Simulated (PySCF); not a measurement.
# CH3GeN: the cost of one run

Programs: PySCF 2.14.0, with routines of our own; each step states its level. All values are computed. Atoms count from 0.

## (1) The starting structure

6 atoms, charge 0, multiplicity 1; geometry from: GFN2-xTB.

## (2) Relaxing the molecule at PBE0-D3(BJ)/def2-SVP

The job: settings as JSON, then the geometry in Å.

```
{"job": {"xc": "PBE0", "basis": "def2-SVP", "d3": "d3bj", "grid": 1, "maxiter": 30, "shake": 0.01, "kind": "geom"}, "charge": 0, "multiplicity": 1}
N      2.466970    -0.015830     0.052660
C      1.296410     0.000900     0.022050
Ge    -0.623800    -0.004290    -0.025110
H     -1.005500     1.272710    -0.659490
H     -1.028900    -1.193220    -0.824730
H     -1.081020    -0.090290     1.389950
```

The run is started by

```console
OMP_NUM_THREADS=1 python heavy_run.py task.json out
```

One launch serves the whole session: the jobs run in the order shown.

Q: Estimate the wall time and peak memory of this first job on 1 thread of Arm Neoverse V1, shared host.

About 11 s, with a peak of 0.32 GiB.
